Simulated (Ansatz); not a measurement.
# GaN2H5: ionisation energy by level of theory

How much energy removes an electron from GaN2H5 at fixed geometry? The cation is run at each level and the neutral's energy taken from earlier runs.

Method: unrestricted cation, the program's frozen cores in correlated methods; program: Ansatz 0.2.0, Gaussian basis.

Plan: UKS PBE-D4/def2-TZVPP; UKS r2SCAN-D4/def2-TZVPP; UKS PBE0-D4/def2-TZVPP; UKS B3LYP-D4/def2-TZVPP; UKS wB97X-V/def2-TZVPP; UKS wB97M-V/def2-TZVPP; UKS B2PLYP/def2-TZVPP; UHF-CCSD(T)/def2-TZVPP; UHF-CCSD(T)/def2-QZVPP; extrapolation to the limit; then −ε(HOMO) from the neutral's earlier runs with LDA (SPW92), PBE-D4, revPBE-D4, BLYP-D4, r2SCAN-D4, B97M-V, PBE0-D4, B3LYP-D4, r2SCANh-D4, r2SCAN0-D4, HSE06-D4, BHLYP-D4, CAM-B3LYP-D4, LC-ωPBE, ωB97X-V, ωB97M-V.

### Step 1. The relaxed structure

An earlier PBE0-D4 in a triple-zeta def2 set relaxation fixed the geometry.

SMILES `[NH2][GaH][NH2]`, 8 atoms, charge 0, spin multiplicity 1.

Atoms are counted from 1 here; the program's logs count them from 0.

Bond lengths: N1–Ga2 1.816 Å, N1–H4 1.005 Å, N1–H5 1.005 Å, Ga2–N3 1.816 Å, Ga2–H6 1.553 Å, N3–H7 1.004 Å, N3–H8 1.005 Å. Angles: Ga2–N1–H4 124.7°, Ga2–N1–H5 123.2°, H4–N1–H5 111.9°, N1–Ga2–N3 117.1°, N1–Ga2–H6 121.4°, N3–Ga2–H6 121.4°, Ga2–N3–H7 123.2°, Ga2–N3–H8 124.7°, H7–N3–H8 112.0°.

### Step 2. Cation, UKS PBE-D4/def2-TZVPP

in.yaml reads:

```yaml
crystal:
  periodic: [false, false, false]
  atoms:
    - {symbol: N, position_ang: [-1.049649, 0.718438, -0.930375]}
    - {symbol: Ga, position_ang: [0.193172, 0.505738, 0.376407]}
    - {symbol: N, position_ang: [0.884644, -1.158503, 0.598436]}
    - {symbol: H, position_ang: [-1.406579, -0.023964, -1.505982]}
    - {symbol: H, position_ang: [-1.523115, 1.587518, -1.102280]}
    - {symbol: H, position_ang: [0.647470, 1.696838, 1.264136]}
    - {symbol: H, position_ang: [1.604277, -1.370520, 1.266378]}
    - {symbol: H, position_ang: [0.649790, -1.955546, 0.033280]}
basis:
  gaussian: {orbitals: def2-TZVPP}
total_charge: 1
magnetization: {spin_polarized: true, initial_magnetization: 1}
hamiltonian: {xc: pbe, dispersion: d4}
```

On the command line:

```
$ ansatz run in.yaml --threads 2 --pin off --events-out ev --progress --plain --max-ram 22528MiB --backend cpu
```

After this run come: Cation, UKS r2SCAN-D4/def2-TZVPP; Cation, UKS PBE0-D4/def2-TZVPP; Cation, UKS B3LYP-D4/def2-TZVPP; Cation, UKS wB97X-V/def2-TZVPP; Cation, UKS wB97M-V/def2-TZVPP; Cation, UKS B2PLYP (frozen core)/def2-TZVPP; Cation, UHF-CCSD(T)/def2-TZVPP; Cation, UHF-CCSD(T)/def2-QZVPP.

**Question.** What will the summary of the whole plan be? Wanted: ionisation energy, CCSD(T)/CBS; nearest functional by difference; nearest −ε(HOMO); −ε(HOMO) of PBE; T1 of the cation.

As calculated:

```
                        quantity               value
  ionisation energy, CCSD(T)/CBS             9.37 eV
nearest functional by difference  ωB97X-V (-0.18 eV)
                nearest −ε(HOMO)  ωB97X-V (-0.19 eV)
                 −ε(HOMO) of PBE             5.33 eV
                T1 of the cation               0.055
```

In words: By cation minus neutral, the functionals miss by 0.80 eV at most. −ε(HOMO) of PBE misses by 4.0 eV, since self-interaction lifts the level. Among orbital estimates ωB97X-V comes nearest. Hartree-Fock falls 1.39 eV short, as the neutral has more correlation energy than the cation. The cation's T1 (from the report) is 0.055, above the customary mark of 0.045 for open shells, so the coupled-cluster value is less safe. The cation may have settled in a state other than its lowest; no search over hole states beyond the program's own was made. Correlated methods include outer-core shells of Ga, which these sets cover unevenly. With outer-core shells in play the reference is unsure by up to some tenths of an eV, so close misses can't be ranked.
